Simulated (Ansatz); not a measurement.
Ag3F:

```xyz
4
Lattice="0.0000 3.2161 3.2161 3.2161 0.0000 3.2161 3.2161 3.2161 0.0000" Properties=species:S:1:pos:R:3 pbc="T T T"
Ag    1.6080    1.6080    1.6080
Ag    4.8241    4.8241    4.8241
Ag    3.2161    3.2161    3.2161
F     0.0000    0.0000    0.0000
```

The cell was built by a generator and needn't be a form met in nature.

Below is the output of Ansatz 0.2.0 for this cell. Logs are shortened: lines on timing, memory, paths and dates and some standing lists are left out, and cuts for length are marked.

```text
Warning: RAYON_NUM_THREADS=2 ignored (pool sized by the plan → 2); use --threads N
Engine: ansatz 0.2.0, aarch64-unknown-linux-gnu
Pseudopotentials: kind: paw
Pseudopotential: Ag, paw, valence charge 19, recommended cutoff 420 eV (normal), Ag.paw.azcp
Pseudopotential: F, paw, valence charge 7, recommended cutoff 420 eV (normal), F.paw.azcp
Functional definition: PBE
  parameter kappa = 0.804
  parameter beta = 0.06672455060314922
  exchange = pbe_x(kappa = kappa, mu = beta*pi^2/3)
  correlation = pbe_c(beta = beta)
Crystal: 4 atoms, lattice volume = 66.530 Å³
Basis set: ecut = 420 eV, 1291 PW (Γ), exchange–correlation on 64×64×64 points (8 copies of the dense FFT grid, shifted against one another)
Bands: 39, of which v1, the nominal top of the filled ones, is band 32 counted from 1 (31 counted from 0)
Symmetry: 48 space group operations
Space group: Fm-3m (ITA 225), of the structure as read, at distance tolerance 4.1e-5 Å
k-points: 10 of 125
Non-local potential: Ag, projectors of the file, l = 0: 3, l = 1: 2, l = 2: 2, l = 3: 1
Non-local potential: F, projectors of the file, l = 0: 2, l = 1: 2, l = 2: 1
PAW form: soft (Blöchl's): semilocal exchange-correlation on the pseudo side does not see the compensation charge
PAW one-centre angular grid: Ag, 590 points (default); XC on 64 Gauss nodes
PAW one-centre angular grid: F, 110 points (default); XC on 64 Gauss nodes
[... 105 lines left out ...]
  E_band       = -694.861023
  E_kinetic    = 1795.429525
  E_local      = -7019.758029  (includes V_loc(G=0)·N_el)
  E_nonlocal   = 315.165158
  E_hartree    = 3163.523588
  E_xc         = -636.057725
  E_vxc        = -809.294821  (∫ρ·V_xc dr)
  E_paw        = -11908.152057  (= ΣΔE_a)
  E_vpaw       = -1303.453038  (= ΣTr[D̂ρ^β])
  E_aug_tail   = 0.003008  (compensation charges beyond the density's cutoff)
  E_ewald      = -9287.942537
  E_smearing   = -0.015472  (= −TS)
  E_closure    = -0.000000  (closes the sum)
  Σ components = -23577.804543   (vs F -23577.804543, Δ=0.00e0)
--- Forces (eV/Å), atoms counted from 1 ---
  atom   1  Ag     0.00000000    -0.00000000    -0.00000000
  atom   2  Ag     0.00000000     0.00000000    -0.00000000
  atom   3  Ag     0.00000000    -0.00000000     0.00000000
  atom   4  F     -0.00000000     0.00000000     0.00000000
  max |Σ_I F_I| component: 1.48e-16 eV/Å
--- Stress (GPa, compression-positive) ---
       19.997870      -0.000000      -0.000000
       -0.000000      19.997870       0.000000
       -0.000000       0.000000      19.997870
  P = ⅓ Tr σ = 19.9979 GPa (199.979 kbar)
--- Band table (eV; the first three rows and the last of 10) ---
  k-point 0: bands = ["-75.4278", "-75.1330", "-75.1282", "-38.9502", "-38.9502", "-38.9502", "-38.6511", "-38.6511", "-38.6511", "-38.5862", "-38.5862", "-38.5862", "-6.3661", "10.3568", "10.3568", "10.3568", "10.3831", "10.4034", "10.4034", "11.2394", "11.2394", "11.2394", "13.3509", "13.3509", "13.5353", "13.5353", "13.5353", "13.6157", "13.6157", "13.6157", "13.6596", "13.6596", "23.5922", "23.5922", "23.5922", "25.0940", "25.3597", "25.3597", "25.3597"]
  k-point 1: bands = ["-75.4270", "-75.1331", "-75.1289", "-38.9539", "-38.9539", "-38.9496", "-38.6449", "-38.6449", "-38.6372", "-38.6013", "-38.5888", "-38.5888", "-6.3554", "9.8183", "10.1657", "10.1657", "10.8511", "10.8511", "11.0117", "11.2811", "11.2811", "11.9706", "12.6159", "13.0108", "13.0108", "13.2487", "13.2487", "13.5035", "13.5035", "14.0598", "14.0723", "14.0723", "20.2806", "22.9696", "22.9696", "25.0590", "25.9074", "25.9074", "27.6182"]
  k-point 2: bands = ["-75.4257", "-75.1326", "-75.1308", "-38.9597", "-38.9597", "-38.9459", "-38.6338", "-38.6338", "-38.6276", "-38.6155", "-38.5941", "-38.5941", "-6.3386", "9.8614", "10.2384", "10.2384", "10.8903", "10.8903", "10.9433", "11.8704", "11.8704", "12.3786", "12.5265", "12.5265", "12.9233", "12.9233", "13.1907", "13.3172", "13.3172", "14.1094", "14.3188", "14.3188", "17.2574", "22.2919", "22.2919", "25.0060", "26.4828", "26.4828", "27.3311"]
  k-point 9: bands = ["-75.4250", "-75.1326", "-75.1315", "-38.9709", "-38.9569", "-38.9437", "-38.6520", "-38.6173", "-38.6158", "-38.6087", "-38.6011", "-38.5980", "-6.3313", "9.9626", "10.2529", "10.6650", "10.9000", "10.9573", "11.4013", "11.4352", "11.5620", "12.0299", "12.1899", "12.6729", "12.7680", "12.7957", "13.2868", "13.3201", "13.6444", "13.8222", "14.1637", "16.0697", "18.2513", "18.5805", "19.8577", "25.0220", "26.8347", "28.4406", "30.0757"]
--- Relaxed structure (5 steps of the walk, 5 accepted, 2 SCFs on fresh bases) ---
  F+E_penalty+E_count = -23577.80454259 eV   max|allowed force component| = 6.476e-17 eV/Å   (the final SCF, on the basis selected at the relaxed cell)
  cell:  # Å, volume = 56.3611 Å³
    - [-1.4331196284445333e-35, 3.043101051235605, 3.043101051235605]
    - [3.043101051235605, -5.684519799779879e-34, 3.043101051235605]
    - [3.043101051235605, 3.043101051235605, 9.362746110445646e-34]
  atoms:
    - { symbol: Ag, position: [0.25, 0.25, 0.25] }
    - { symbol: Ag, position: [0.7500000000000001, 0.7500000000000001, 0.7500000000000001] }
    - { symbol: Ag, position: [0.5, 0.5, 0.5] }
    - { symbol: F, position: [-1.1202456521433261e-33, 1.9014959204909084e-34, 1.63756626305194e-33] }
```

Question: Write the input and the command behind it.

Answer: Relaxation of cell and atoms with PBE, no spin polarisation. The files as run (others can give the same):

input.yaml
```yaml
crystal:
  lattice:
    - [0.0, 3.21609, 3.21609]
    - [3.21609, 0.0, 3.21609]
    - [3.21609, 3.21609, 0.0]
  atoms:
    - { symbol: Ag, position: [0.25, 0.25, 0.25] }
    - { symbol: Ag, position: [0.75, 0.75, 0.75] }
    - { symbol: Ag, position: [0.5, 0.5, 0.5] }
    - { symbol: F, position: [0.0, 0.0, 0.0] }
hamiltonian:
  xc: pbe
  pseudopotentials: { kind: paw }
kpoints:
  mp_grid: { grid: [5, 5, 5] }
scf:
  occupations: { method: fermi_dirac, width: 0.05 }
output:
  forces: true
  stress: true
  eigenvalues: true
  write_density: true
  write_potential: true
  elf: true
  volumetric_format: npy
relax:
  f_tol: 0.01
  max_steps: 40
  cell: { stress_tol: 0.05, p_target: 20.0 }
```

Potentials or basis: Ansatz PAW.
Run with:
```console
$ ansatz run input.yaml --threads 2 --pin off --max-ram 5632MiB --backend cpu --events-out ev --progress --plain --runs-dir out
```

Caveat: the volume moved by over 15 % at a fixed basis, so the end points are rough; the plane-wave basis is chosen anew once the cell has moved, so the energies of steps on either side of that aren't comparable.
